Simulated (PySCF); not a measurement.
# IrCl₆ (-3): NMR shieldings

Aim: compute the NMR shieldings of IrCl₆ (-3) (`[Cl][Ir-3]([Cl])([Cl])([Cl])([Cl])[Cl]`).

Computed with PySCF 2.14.0 and routines of our own; the level stands in each step. Atoms count from 0.

3 further runs of the same task are left out: 3 for a basis unfit for spin-orbit shieldings.

## Step 1: The starting structure

7 atoms, charge -3, multiplicity 1; geometry from: GFN2-xTB.

## Step 2: NMR shieldings: PBE/x2c-SVPall-2c Ir:us-x2c-SVPall-2c, spin-free

What the job is given:

```
{"job": {"xc": "PBE", "basis": {"default": "x2c-SVPall-2c", "Ir": "us-x2c-SVPall-2c"}, "rel": "sf", "kind": "hnmr"}, "charge": -3, "multiplicity": 1}
Ir     0.001530    -0.001010    -0.000410
Cl    -0.018810    -0.009460     2.367630
Cl     0.017770     0.009300    -2.368630
Cl     2.369180     0.002920     0.018910
Cl    -2.367470     0.002260    -0.020280
Cl    -0.009560     2.365790     0.010970
Cl     0.007370    -2.369810    -0.008180
```

Level: PBE/x2c-SVPall-2c Ir:us-x2c-SVPall-2c GIAO NMR shielding, spin-free X2C, Gaussian nuclei, gas phase.

Run with:

```sh
> OMP_NUM_THREADS=1 python heavy_run.py task.json out
```

One launch serves the whole session: the jobs run in the order shown.

Output:

```text
spin-free SCF
coarse grid: 46832 points
cycle   1  E = -20594.7335065898  dE =  1.144e+00  |g| = 3.148e+00  |ddm| = 2.703e+01
cycle   2  E = -20587.1422027089  dE =  7.591e+00  |g| = 7.479e+00  |ddm| = 1.104e+01
cycle   3  E = -20596.1906149781  dE = -9.048e+00  |g| = 1.415e+00  |ddm| = 9.204e+00
cycle   4  E = -20596.5483474601  dE = -3.577e-01  |g| = 1.853e-01  |ddm| = 1.218e+00
cycle   5  E = -20596.5535635316  dE = -5.216e-03  |g| = 1.077e-01  |ddm| = 3.278e-01
cycle   6  E = -20596.5559311967  dE = -2.368e-03  |g| = 3.078e-02  |ddm| = 1.416e-01
cycle   7  E = -20596.5561269654  dE = -1.958e-04  |g| = 5.397e-03  |ddm| = 2.951e-02
cycle   8  E = -20596.5561332702  dE = -6.305e-06  |g| = 1.362e-03  |ddm| = 8.663e-03
final grid: 86072 points
cycle   9  E = -20596.5886742658  dE = -7.598e-06  |g| = 2.765e-03  |ddm| = 5.616e-03
cycle  10  E = -20596.5886706527  dE =  3.613e-06  |g| = 4.502e-03  |ddm| = 9.229e-03
cycle  11  E = -20596.5886753832  dE = -4.731e-06  |g| = 1.322e-03  |ddm| = 6.466e-03
cycle  12  E = -20596.5886755367  dE = -1.534e-07  |g| = 9.247e-04  |ddm| = 1.754e-03
cycle  13  E = -20596.5886757078  dE = -1.711e-07  |g| = 9.001e-05  |ddm| = 9.112e-04
cycle  14  E = -20596.5886757095  dE = -1.699e-09  |g| = 9.342e-06  |ddm| = 1.100e-04
converged SCF energy = -20596.5886757095
check of the scalar solution
cycle   1  E = -20596.5886757093  dE = -2.060e+04  |FDS-SDF| = 3.452e+00
cycle   2  E = -20596.5996069659  dE = -1.093e-02  |FDS-SDF| = 6.655e-03
cycle   3  E = -20596.5996069609  dE =  5.024e-09  |FDS-SDF| = 1.641e-03
cycle   4  E = -20596.5996063132  dE =  6.477e-07  |FDS-SDF| = 2.103e-03
cycle   5  E = -20596.5996070723  dE = -7.591e-07  |FDS-SDF| = 2.668e-04
cycle   6  E = -20596.5996070876  dE = -1.536e-08  |FDS-SDF| = 5.131e-05
converged, E = -20596.5996070876

Field gradients (au) and densities at the nuclei (bohr^-3)
atom        Vxx        Vyy        Vzz        centre      nuclear mean
  0 Ir     0.0708     0.2492    -0.3200    1607938.050    1562706.400
  1 Cl    -1.1398    -1.1413     2.2811       3055.284       3055.243
  2 Cl    -1.1391    -1.1406     2.2797       3055.284       3055.243
  3 Cl    -1.1400    -1.1402     2.2801       3055.284       3055.243
  4 Cl    -1.1403    -1.1406     2.2809       3055.285       3055.244
  5 Cl    -1.1413    -1.1424     2.2838       3055.284       3055.243
  6 Cl    -1.1378    -1.1388     2.2766       3055.284       3055.243
without picture change
  0 Ir                          -0.2196                   4263650.849

Core orbital energies (eV)
atom   shell        mean    spread
  0 Ir 1s       -75833.782   0.000
  0 Ir 2s       -13252.248   0.000
  0 Ir 3s        -3088.600   0.000
  0 Ir 4s         -646.237   0.000
  0 Ir 5s          -82.211   0.000
  0 Ir 2p       -11558.793   0.118
  0 Ir 3p        -2590.519   0.009
  0 Ir 4p         -481.862   0.002
  0 Ir 5p          -39.648   0.005
  0 Ir 3d        -2020.189   0.028
  0 Ir 4d         -274.326   0.231
  0 Ir 4f          -46.139   0.313
  1 Cl 1s        -2731.571   0.000
  1 Cl 2s         -236.015   0.000
  1 Cl 2p         -175.072   0.191
  2 Cl 1s        -2731.572   0.000
  2 Cl 2s         -236.016   0.000
  2 Cl 2p         -175.072   0.190
  3 Cl 1s        -2731.575   0.000
  3 Cl 2s         -236.018   0.000
  3 Cl 2p         -175.075   0.191
  4 Cl 1s        -2731.568   0.000
  4 Cl 2s         -236.012   0.000
  4 Cl 2p         -175.069   0.191
  5 Cl 1s        -2731.572   0.000
  5 Cl 2s         -236.016   0.000
  5 Cl 2p         -175.072   0.191
  6 Cl 1s        -2731.571   0.000
  6 Cl 2s         -236.014   0.000
  6 Cl 2p         -175.071   0.190

Shielding tensors (ppm)
atom      isotropic    diamagn.    paramagn.     s11        s22        s33       span
  0 Ir    -7812.31     9417.94   -17230.24   -7829.58   -7810.44   -7796.91      32.67
  1 Cl     1216.10     1150.38       65.73    1081.37    1282.99    1283.95     202.58
  2 Cl     1216.59     1150.37       66.21    1081.52    1283.95    1284.29     202.76
  3 Cl     1217.48     1150.37       67.11    1081.63    1285.32    1285.50     203.87
  4 Cl     1215.25     1150.38       64.87    1081.32    1281.99    1282.43     201.11
  5 Cl     1215.90     1150.38       65.52    1081.07    1283.10    1283.54     202.47
  6 Cl     1216.69     1150.37       66.32    1081.68    1283.84    1284.55     202.87
```

Wall time 58 s (1 thread of Arm Neoverse V2, shared host); peak memory 1.3 GiB.

## Step 3: NMR shieldings: PBE/x2c-SVPall-2c Ir:us-x2c-SVPall-2c in water, spin-free

What the job is given:

```
{"job": {"xc": "PBE", "basis": {"default": "x2c-SVPall-2c", "Ir": "us-x2c-SVPall-2c"}, "rel": "sf", "solvent": "water", "kind": "hnmr"}, "charge": -3, "multiplicity": 1}
Ir     0.001530    -0.001010    -0.000410
Cl    -0.018810    -0.009460     2.367630
Cl     0.017770     0.009300    -2.368630
Cl     2.369180     0.002920     0.018910
Cl    -2.367470     0.002260    -0.020280
Cl    -0.009560     2.365790     0.010970
Cl     0.007370    -2.369810    -0.008180
```

Level: PBE/x2c-SVPall-2c Ir:us-x2c-SVPall-2c GIAO NMR shielding, spin-free X2C, Gaussian nuclei, IEF-PCM water.

Output:

```text
spin-free SCF
coarse grid: 46832 points
cycle   1  E = -20595.3566695696  dE =  5.217e-01  |g| = 3.158e+00  |ddm| = 2.703e+01
cycle   2  E = -20587.8780006196  dE =  7.479e+00  |g| = 7.448e+00  |ddm| = 1.122e+01
cycle   3  E = -20596.7920912997  dE = -8.914e+00  |g| = 1.490e+00  |ddm| = 9.252e+00
cycle   4  E = -20597.1996187368  dE = -4.075e-01  |g| = 1.985e-01  |ddm| = 1.332e+00
cycle   5  E = -20597.2061127220  dE = -6.494e-03  |g| = 1.079e-01  |ddm| = 3.138e-01
cycle   6  E = -20597.2082854166  dE = -2.173e-03  |g| = 3.071e-02  |ddm| = 1.188e-01
cycle   7  E = -20597.2084817049  dE = -1.963e-04  |g| = 2.858e-03  |ddm| = 2.657e-02
cycle   8  E = -20597.2084830880  dE = -1.383e-06  |g| = 8.392e-04  |ddm| = 3.746e-03
final grid: 86072 points
cycle   9  E = -20597.2410189627  dE = -7.810e-06  |g| = 2.647e-03  |ddm| = 3.218e-03
cycle  10  E = -20597.2410113882  dE =  7.574e-06  |g| = 6.813e-03  |ddm| = 7.070e-03
cycle  11  E = -20597.2410196710  dE = -8.283e-06  |g| = 8.813e-04  |ddm| = 5.942e-03
cycle  12  E = -20597.2410197842  dE = -1.132e-07  |g| = 4.676e-04  |ddm| = 1.344e-03
cycle  13  E = -20597.2410198360  dE = -5.178e-08  |g| = 4.196e-05  |ddm| = 5.952e-04
cycle  14  E = -20597.2410198363  dE = -3.747e-10  |g| = 3.255e-06  |ddm| = 4.984e-05
converged SCF energy = -20597.2410198363
check of the scalar solution
cycle   1  E = -20597.2410198363  dE = -2.060e+04  |FDS-SDF| = 3.451e+00
cycle   2  E = -20597.2519447099  dE = -1.092e-02  |FDS-SDF| = 6.657e-03
cycle   3  E = -20597.2519446881  dE =  2.183e-08  |FDS-SDF| = 1.681e-03
cycle   4  E = -20597.2519439659  dE =  7.221e-07  |FDS-SDF| = 2.224e-03
cycle   5  E = -20597.2519448185  dE = -8.525e-07  |FDS-SDF| = 2.498e-04
cycle   6  E = -20597.2519448337  dE = -1.519e-08  |FDS-SDF| = 4.888e-05
converged, E = -20597.2519448337

Field gradients (au) and densities at the nuclei (bohr^-3)
atom        Vxx        Vyy        Vzz        centre      nuclear mean
  0 Ir     0.0710     0.2492    -0.3202    1607939.106    1562707.426
  1 Cl    -1.0960    -1.0977     2.1937       3055.358       3055.317
  2 Cl    -1.0954    -1.0970     2.1924       3055.358       3055.317
  3 Cl    -1.0965    -1.0967     2.1931       3055.358       3055.317
  4 Cl    -1.0964    -1.0968     2.1932       3055.358       3055.317
  5 Cl    -1.0975    -1.0989     2.1964       3055.357       3055.316
  6 Cl    -1.0939    -1.0952     2.1891       3055.358       3055.317
without picture change
  0 Ir                          -0.2198                   4263653.687

Core orbital energies (eV)
atom   shell        mean    spread
  0 Ir 1s       -75845.483   0.000
  0 Ir 2s       -13263.953   0.000
  0 Ir 3s        -3100.308   0.000
  0 Ir 4s         -657.948   0.000
  0 Ir 5s          -93.932   0.000
  0 Ir 2p       -11570.498   0.118
  0 Ir 3p        -2602.227   0.009
  0 Ir 4p         -493.572   0.002
  0 Ir 5p          -51.374   0.005
  0 Ir 3d        -2031.897   0.031
  0 Ir 4d         -286.038   0.227
  0 Ir 4f          -57.852   0.308
  1 Cl 1s        -2743.380   0.000
  1 Cl 2s         -247.820   0.000
  1 Cl 3s          -17.441   0.000
  1 Cl 2p         -186.878   0.181
  2 Cl 1s        -2743.380   0.000
  2 Cl 2s         -247.821   0.000
  2 Cl 3s          -17.441   0.000
  2 Cl 2p         -186.878   0.181
  3 Cl 1s        -2743.383   0.000
  3 Cl 2s         -247.823   0.000
  3 Cl 3s          -17.444   0.000
  3 Cl 2p         -186.880   0.181
  4 Cl 1s        -2743.378   0.000
  4 Cl 2s         -247.818   0.000
  4 Cl 3s          -17.438   0.000
  4 Cl 2p         -186.875   0.181
  5 Cl 1s        -2743.380   0.000
  5 Cl 2s         -247.821   0.000
  5 Cl 3s          -17.444   0.000
  5 Cl 2p         -186.878   0.181
  6 Cl 1s        -2743.379   0.000
  6 Cl 2s         -247.820   0.000
  6 Cl 3s          -17.440   0.000
  6 Cl 2p         -186.877   0.180

Shielding tensors (ppm)
atom      isotropic    diamagn.    paramagn.     s11        s22        s33       span
  0 Ir    -7000.74     9419.47   -16420.21   -7018.55   -6998.96   -6984.71      33.85
  1 Cl     1212.61     1150.23       62.37    1072.71    1282.04    1283.06     210.35
  2 Cl     1213.16     1150.23       62.93    1072.87    1283.10    1283.49     210.62
  3 Cl     1214.06     1150.23       63.83    1072.98    1284.51    1284.68     211.70
  4 Cl     1211.74     1150.23       61.51    1072.66    1281.06    1281.50     208.83
  5 Cl     1212.30     1150.24       62.07    1072.41    1281.99    1282.51     210.10
  6 Cl     1213.37     1150.23       63.15    1073.04    1283.16    1283.92     210.89
```

It took 59 s on 1 thread of Arm Neoverse V2, shared host; peak memory 1.4 GiB.

## Step 4: NMR shieldings: PBE/x2c-SVPall-2c Ir:us-x2c-SVPall-2c in dichloromethane, spin-free

What the job is given:

```
{"job": {"xc": "PBE", "basis": {"default": "x2c-SVPall-2c", "Ir": "us-x2c-SVPall-2c"}, "rel": "sf", "solvent": "dichloromethane", "kind": "hnmr"}, "charge": -3, "multiplicity": 1}
Ir     0.001530    -0.001010    -0.000410
Cl    -0.018810    -0.009460     2.367630
Cl     0.017770     0.009300    -2.368630
Cl     2.369180     0.002920     0.018910
Cl    -2.367470     0.002260    -0.020280
Cl    -0.009560     2.365790     0.010970
Cl     0.007370    -2.369810    -0.008180
```

With the program's defaults for keys left out, this is: PBE/x2c-SVPall-2c Ir:us-x2c-SVPall-2c GIAO NMR shielding, spin-free X2C, Gaussian nuclei, IEF-PCM dichloromethane.

Output:

```text
spin-free SCF
coarse grid: 46832 points
cycle   1  E = -20595.2931278552  dE =  5.852e-01  |g| = 3.156e+00  |ddm| = 2.703e+01
cycle   2  E = -20587.7893198210  dE =  7.504e+00  |g| = 7.457e+00  |ddm| = 1.119e+01
cycle   3  E = -20596.7344204021  dE = -8.945e+00  |g| = 1.474e+00  |ddm| = 9.248e+00
cycle   4  E = -20597.1319010146  dE = -3.975e-01  |g| = 1.861e-01  |ddm| = 1.298e+00
cycle   5  E = -20597.1377002507  dE = -5.799e-03  |g| = 9.830e-02  |ddm| = 2.857e-01
cycle   6  E = -20597.1394697538  dE = -1.770e-03  |g| = 2.989e-02  |ddm| = 1.083e-01
cycle   7  E = -20597.1396562359  dE = -1.865e-04  |g| = 2.927e-03  |ddm| = 2.630e-02
cycle   8  E = -20597.1396576948  dE = -1.459e-06  |g| = 8.072e-04  |ddm| = 3.863e-03
final grid: 86072 points
cycle   9  E = -20597.1721948476  dE = -7.965e-06  |g| = 2.458e-03  |ddm| = 3.176e-03
cycle  10  E = -20597.1721891523  dE =  5.695e-06  |g| = 5.923e-03  |ddm| = 6.335e-03
cycle  11  E = -20597.1721953401  dE = -6.188e-06  |g| = 1.028e-03  |ddm| = 5.373e-03
cycle  12  E = -20597.1721954975  dE = -1.574e-07  |g| = 5.184e-04  |ddm| = 1.511e-03
cycle  13  E = -20597.1721955616  dE = -6.413e-08  |g| = 4.288e-05  |ddm| = 6.584e-04
cycle  14  E = -20597.1721955620  dE = -4.402e-10  |g| = 2.733e-06  |ddm| = 5.022e-05
converged SCF energy = -20597.1721955620
check of the scalar solution
cycle   1  E = -20597.1721955618  dE = -2.060e+04  |FDS-SDF| = 3.452e+00
cycle   2  E = -20597.1831214152  dE = -1.093e-02  |FDS-SDF| = 6.657e-03
cycle   3  E = -20597.1831213969  dE =  1.826e-08  |FDS-SDF| = 1.677e-03
cycle   4  E = -20597.1831206769  dE =  7.201e-07  |FDS-SDF| = 2.216e-03
cycle   5  E = -20597.1831215256  dE = -8.487e-07  |FDS-SDF| = 2.525e-04
cycle   6  E = -20597.1831215388  dE = -1.322e-08  |FDS-SDF| = 4.929e-05
converged, E = -20597.1831215388

Field gradients (au) and densities at the nuclei (bohr^-3)
atom        Vxx        Vyy        Vzz        centre      nuclear mean
  0 Ir     0.0709     0.2492    -0.3201    1607938.912    1562707.237
  1 Cl    -1.1036    -1.1052     2.2088       3055.343       3055.302
  2 Cl    -1.1030    -1.1045     2.2075       3055.343       3055.302
  3 Cl    -1.1041    -1.1042     2.2083       3055.343       3055.302
  4 Cl    -1.1039    -1.1044     2.2084       3055.344       3055.303
  5 Cl    -1.1051    -1.1064     2.2115       3055.343       3055.302
  6 Cl    -1.1016    -1.1028     2.2044       3055.343       3055.302
without picture change
  0 Ir                          -0.2197                   4263653.164

Core orbital energies (eV)
atom   shell        mean    spread
  0 Ir 1s       -75844.259   0.000
  0 Ir 2s       -13262.728   0.000
  0 Ir 3s        -3099.083   0.000
  0 Ir 4s         -656.722   0.000
  0 Ir 5s          -92.704   0.000
  0 Ir 2p       -11569.273   0.118
  0 Ir 3p        -2601.002   0.009
  0 Ir 4p         -492.346   0.002
  0 Ir 5p          -50.145   0.005
  0 Ir 3d        -2030.672   0.030
  0 Ir 4d         -284.812   0.228
  0 Ir 4f          -56.625   0.309
  1 Cl 1s        -2742.136   0.000
  1 Cl 2s         -246.578   0.000
  1 Cl 3s          -16.200   0.000
  1 Cl 2p         -185.635   0.182
  2 Cl 1s        -2742.137   0.000
  2 Cl 2s         -246.578   0.000
  2 Cl 3s          -16.200   0.000
  2 Cl 2p         -185.635   0.182
  3 Cl 1s        -2742.139   0.000
  3 Cl 2s         -246.580   0.000
  3 Cl 3s          -16.203   0.000
  3 Cl 2p         -185.637   0.182
  4 Cl 1s        -2742.134   0.000
  4 Cl 2s         -246.575   0.000
  4 Cl 3s          -16.197   0.000
  4 Cl 2p         -185.632   0.182
  5 Cl 1s        -2742.137   0.000
  5 Cl 2s         -246.578   0.000
  5 Cl 3s          -16.203   0.000
  5 Cl 2p         -185.635   0.183
  6 Cl 1s        -2742.136   0.000
  6 Cl 2s         -246.577   0.000
  6 Cl 3s          -16.198   0.000
  6 Cl 2p         -185.634   0.182

Shielding tensors (ppm)
atom      isotropic    diamagn.    paramagn.     s11        s22        s33       span
  0 Ir    -7146.42     9419.16   -16565.58   -7164.15   -7144.59   -7130.52      33.63
  1 Cl     1213.21     1150.26       62.95    1074.68    1281.96    1282.97     208.29
  2 Cl     1213.74     1150.25       63.48    1074.84    1283.00    1283.37     208.53
  3 Cl     1214.63     1150.25       64.38    1074.95    1284.39    1284.56     209.61
  4 Cl     1212.34     1150.26       62.09    1074.63    1280.97    1281.42     206.79
  5 Cl     1212.92     1150.26       62.65    1074.38    1281.93    1282.43     208.05
  6 Cl     1213.93     1150.25       63.68    1075.00    1283.01    1283.77     208.77
```

Run time: 61 s. Hardware: 1 thread of Arm Neoverse V2, shared host; peak memory 1.4 GiB.

## Step 5: Shieldings side by side

```tsv
run	Ir0	Cl5	Cl4	Cl1	Cl2	Cl3	Cl6	time
step 2, PBE/x2c-SVPall-2c Ir:us-x2c-SVPall-2c, spin-free	-7812.3	1215.9	1215.2	1216.1	1216.6	1217.5	1216.7	58 s
step 3, PBE/x2c-SVPall-2c Ir:us-x2c-SVPall-2c in water, spin-free	-7000.7	1212.3	1211.7	1212.6	1213.2	1214.1	1213.4	59 s
step 4, PBE/x2c-SVPall-2c Ir:us-x2c-SVPall-2c in dichloromethane, spin-free	-7146.4	1212.9	1212.3	1213.2	1213.7	1214.6	1213.9	61 s
```

## Step 6: What came out

| quantity | value |
| --- | --- |
| shieldings (step 2, PBE/x2c-SVPall-2c Ir:us-x2c-SVPall-2c, spin-free) | Ir0 -7812.3, Cl1 1216.1, Cl2 1216.6, Cl3 1217.5, Cl4 1215.2, Cl5 1215.9, Cl6 1216.7 ppm |
| shieldings (step 3, PBE/x2c-SVPall-2c Ir:us-x2c-SVPall-2c in water, spin-free) | Ir0 -7000.7, Cl1 1212.6, Cl2 1213.2, Cl3 1214.1, Cl4 1211.7, Cl5 1212.3, Cl6 1213.4 ppm |
| shieldings (step 4, PBE/x2c-SVPall-2c Ir:us-x2c-SVPall-2c in dichloromethane, spin-free) | Ir0 -7146.4, Cl1 1213.2, Cl2 1213.7, Cl3 1214.6, Cl4 1212.3, Cl5 1212.9, Cl6 1213.9 ppm |

**Reading.** In step 2 the highest level lies above zero, so the outer electrons are held by the basis. A continuum can't give the shift that close solvent molecules cause at an ion. Ir0 moves most between the runs, by 812 ppm; the labels say what changes from run to run. No run holds spin-orbit coupling, which is large for shieldings at and beside heavy atoms. The geometry comes from tight binding, which is rough for metal atoms, and these values hang on it.
